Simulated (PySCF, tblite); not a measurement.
**C₃H₉FSeSi₂: geometry, infrared bands and NMR shifts**

Wanted: the infrared bands and NMR shifts of C₃H₉FSeSi₂ (`F[C@H]1C[SiH2][Se]C[SiH2]1`), by calculation.

Programs: tblite 0.8.0 and PySCF 2.14.0, with density-fitted response routines of our own. Each step states its level of theory. These are calculated values for one molecule in the gas phase, unless marked as measured. Atoms count from 0, in the outputs and in this text.

## Step 1: The starting structure

16 atoms, charge 0, multiplicity 1; geometry from: force field or distance geometry start.

Bonds of the start (Å): F0–C1 1.40, C1–C2 1.49, C2–Si3 1.86, Si3–Se4 2.30, Se4–C5 1.96, C5–Si6 1.86, Si6–C1 1.86, C1–H7 1.11, C2–H8 1.13, C2–H9 1.12, Si3–H10 1.48, Si3–H11 1.47, C5–H12 1.10, C5–H13 1.11, Si6–H14 1.47, Si6–H15 1.47.

## Step 2: Relaxing the molecule with GFN2-xTB

What the job is given:

```
{"job": {"kind": "relax", "xc": "GFN2-xTB", "basis": "xTB"}, "charge": 0, "multiplicity": 1}
F     -0.726200    -2.449000    -0.621200
C     -0.362100    -1.099700    -0.637500
C     -1.530100    -0.345400    -0.108700
Si    -1.280700     1.498500    -0.008200
Se     0.654100     1.948900     1.151100
C      1.952500     0.724400     0.347500
Si     1.166000    -0.958200     0.412000
H     -0.130200    -0.878400    -1.697900
H     -2.352200    -0.506200    -0.860100
H     -1.939400    -0.739900     0.856000
H     -2.446600     2.147700     0.631000
H     -1.075800     2.082300    -1.338100
H      2.057800     1.031600    -0.705100
H      2.901600     0.790600     0.914300
H      0.951800    -1.343300     1.809300
H      2.151800    -1.894900    -0.155900
```

Started as:

```console
$ OMP_NUM_THREADS=1 python probes_run.py task.json out
```

The driver reads the jobs from task.json and runs them one after another.

**Question.** This job is followed by: GFN2-xTB harmonic vibrations, gas phase; GIAO PBE0/pcSseg-1 NMR shielding, non-relativistic, gas phase. Predict these results of the whole session: strongest single infrared mode (GFN2-xTB); zero-point energy (GFN2-xTB); 13C shifts against TMS (PBE0/pcSseg-1); 1H shifts against TMS (PBE0/pcSseg-1); 19F shifts against CFCl3 (PBE0/pcSseg-1); 29Si shifts against TMS (PBE0/pcSseg-1); 77Se shifts against Me2Se (PBE0/pcSseg-1).

The runs gave:

| quantity | value |
| --- | --- |
| strongest single infrared mode (GFN2-xTB) | 2274 cm⁻¹, 336 km/mol |
| zero-point energy (GFN2-xTB) | 67.0 kcal/mol |
| 13C shifts against TMS (PBE0/pcSseg-1) | 87.6, 26.3, 6.7 ppm |
| 1H shifts against TMS (PBE0/pcSseg-1) | 4.99, 4.88, 4.83, 4.50, 4.09, 2.01, 1.96, 1.73, 1.52 ppm |
| 19F shifts against CFCl3 (PBE0/pcSseg-1) | -216.6 ppm |
| 29Si shifts against TMS (PBE0/pcSseg-1) | -30.5, -43.4 ppm |
| 77Se shifts against Me2Se (PBE0/pcSseg-1) | -253 ppm |

What this shows: Over 76 steps the energy fell by 0.361 eV; of the close pairs, C1–Si6 changed most, 1.859 to 1.925 Å. No mode is imaginary among the 42: a minimum at this level. The strongest single mode, at 2274 cm⁻¹, moves mainly H15. GFN2-xTB is a fitted tight-binding method: band positions and strengths are rough. Its intensities can rank the bands wrongly. C1 (sp3 CH bonded to F and Si) lies farthest downfield among carbon, at 87.6 ppm; pulled downfield by the heteroatom. At PBE0/pcSseg-1: The largest span, 688 ppm, is at Se4, where the paramagnetic term is -989 ppm. Spin-orbit coupling is left out, which matters for shieldings and couplings at and beside the heavy atoms.
